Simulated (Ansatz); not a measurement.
This script drives Ansatz's Python interface.

Script `bend_ch4ossi.py`:
```python
"""Bending curve of CH4OSSi."""

import ansatz as az
from ase import Atoms

atoms = Atoms(["O", "C", "Si", "S", "H", "H", "H", "H"], positions=[
    (-2.4913, 0.126, -0.3533),
    (-1.483, -0.4408, 0.0469),
    (0.1789, 0.3818, -0.1695),
    (1.7317, -0.8772, 0.6394),
    (-1.4968, -1.4263, 0.5366),
    (0.281, 1.6805, 0.549),
    (0.5312, 0.6106, -1.5966),
    (2.7482, -0.0545, 0.3477),
])

# relax first, so that the scan starts from a minimum
first = (
    az.Crystal.molecule_from_ase(atoms).calculation()
    .basis(gaussian="6-31G*")
    .functional("b3lyp")
    .relax(force_tolerance=0.02, max_steps=80)
)
atoms.positions = first.run(threads=1, pin="off").report["positions_ang"]

rows = []
for angle in [85, 95, 105, 115, 125, 140, 160]:
    bent = atoms.copy()
    bent.set_angle(2, 3, 7, angle, indices=[7])
    calc = az.Crystal.molecule_from_ase(bent).calculation()
    calc = calc.basis(gaussian="6-31G*")
    calc = calc.functional("b3lyp")
    rows.append((angle, calc.run(threads=1, pin="off").report["free_energy_ev"]))
floor = min(e for _, e in rows)
for angle, e in rows:
    print(f"angle Si2-S3-H7 = {angle:3d} deg   {1000 * (e - floor):9.1f} meV")
```

It is started by `python bend_ch4ossi.py`. Estimate its wall time and peak memory on 1 thread of Arm Neoverse V1, with other jobs on the host.

It took about 47 s, with a peak of 0.22 GiB, for 8 runs of the engine.

Running `python bend_ch4ossi.py` prints:
```text
angle Si2-S3-H7 =  85 deg        69.5 meV
angle Si2-S3-H7 =  95 deg         0.0 meV
angle Si2-S3-H7 = 105 deg        37.0 meV
angle Si2-S3-H7 = 115 deg       171.0 meV
angle Si2-S3-H7 = 125 deg       387.9 meV
angle Si2-S3-H7 = 140 deg       825.4 meV
angle Si2-S3-H7 = 160 deg      1454.5 meV
```

Reading the output:
- The settings weren't tested for convergence.
- The scan is rigid, and the energies are electronic, in a modest basis. The zero is the lowest point of the grid, which needn't be the minimum.
- b3lyp holds the VWN-RPA fit, as in Gaussian; the form of ORCA and Turbomole is b3lyp5.

(Lines on the test bed's own set-up are left out of the output.)
